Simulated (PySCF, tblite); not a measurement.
# C5H11FOSi2: geometry, infrared bands and NMR shifts

Aim: predict the infrared bands and NMR shifts of C5H11FOSi2 (`OCCC1=C(CF)[SiH2][SiH2]1`).

Computed with tblite 0.8.0 and PySCF 2.14.0, with density-fitted response routines of our own, on a single molecule in the gas phase. Atoms count from 0, in the outputs and in this text.

**1. The starting structure**

20 atoms, charge 0, multiplicity 1; geometry from: force field or distance geometry start.

Bonds of the start (Å): O0–C1 1.41, C1–C2 1.52, C2–C3 1.60, C3–C4 1.36, C4–C5 1.57, C5–F6 1.36, C4–Si7 1.91, Si7–Si8 2.22, Si8–C3 1.94, O0–H9 0.99, C1–H10 1.10, C1–H11 1.10, C2–H12 1.09, C2–H13 1.09, C5–H14 1.09, C5–H15 1.09, Si7–H16 1.49, Si7–H17 1.49, Si8–H18 1.48, Si8–H19 1.49.

**2. Geometry optimisation with GFN2-xTB**

What the job is given:

```
{"job": {"kind": "relax", "xc": "GFN2-xTB", "basis": "xTB"}, "charge": 0, "multiplicity": 1}
O      1.414800     1.494600     1.872200
C      1.596400     0.094700     1.781700
C      1.630400    -0.391100     0.345100
C      0.153400    -0.551700    -0.261200
C     -0.703000     0.338300    -0.823100
C     -0.565000     1.875200    -1.108700
F     -0.338000     2.520800     0.069800
Si    -2.232000    -0.734600    -1.244500
Si    -0.867100    -2.205700    -0.298600
H      0.626900     1.721400     1.323400
H      0.818500    -0.407400     2.376600
H      2.563000    -0.125200     2.262800
H      2.166600     0.320100    -0.280100
H      2.129900    -1.359500     0.281500
H      0.287600     2.078400    -1.763000
H     -1.468500     2.293500    -1.542100
H     -3.430600    -0.276100    -0.485100
H     -2.438600    -0.809400    -2.722600
H     -0.194300    -3.204100    -1.157200
H     -1.155600    -2.661500     1.091800
```

On the command line:

```
> OMP_NUM_THREADS=1 python probes_run.py task.json out
```

One launch serves the whole session: the jobs run in the order shown.

**Question.** This job is followed by: GFN2-xTB harmonic vibrations, gas phase; GIAO PBE0/pcSseg-1 NMR shielding, non-relativistic, gas phase. Predict these results of the whole session: strongest single infrared mode (GFN2-xTB); zero-point energy (GFN2-xTB); ¹³C shifts against TMS (PBE0/pcSseg-1); ¹H shifts against TMS (PBE0/pcSseg-1, means over atoms taken as alike); ¹⁷O shifts against H2O (PBE0/pcSseg-1); ¹⁹F shifts against CFCl3 (PBE0/pcSseg-1); ²⁹Si shifts against TMS (PBE0/pcSseg-1).

**Answer**, as computed:

| quantity | value |
| --- | --- |
| strongest single infrared mode (GFN2-xTB) | 2209 cm⁻¹, 672 km/mol |
| zero-point energy (GFN2-xTB) | 89.2 kcal/mol |
| ¹³C shifts against TMS (PBE0/pcSseg-1) | 179.1, 168.0, 86.9, 63.3, 43.4 ppm |
| ¹H shifts against TMS (PBE0/pcSseg-1, means over atoms taken as alike) | 5.62, 4.83, 4.62, 3.89, 2.39, 1.08 ppm |
| ¹⁷O shifts against H2O (PBE0/pcSseg-1) | 35.8 ppm |
| ¹⁹F shifts against CFCl3 (PBE0/pcSseg-1) | -253.7 ppm |
| ²⁹Si shifts against TMS (PBE0/pcSseg-1) | -70.2, -72.8 ppm |

In words: Relaxing lowered the energy by 0.667 eV in 188 steps; the close pair that moved most is Si7–Si8, from 2.219 to 2.340 Å. All 54 modes are real, so the xTB geometry is a minimum. The strongest single mode, at 2209 cm⁻¹, moves mainly H16. GFN2-xTB is a fitted tight-binding method: band positions and strengths are rough. Its intensities can rank the bands wrongly. The most deshielded hydrogen is H14, H15 (mean) (hydrogen on an allylic sp3 CH2 bonded to F), at 5.62 ppm: its carbon carries F, which withdraws density. At PBE0/pcSseg-1: The widest tensor belongs to C3: span 215 ppm, with a paramagnetic part of -247 ppm.
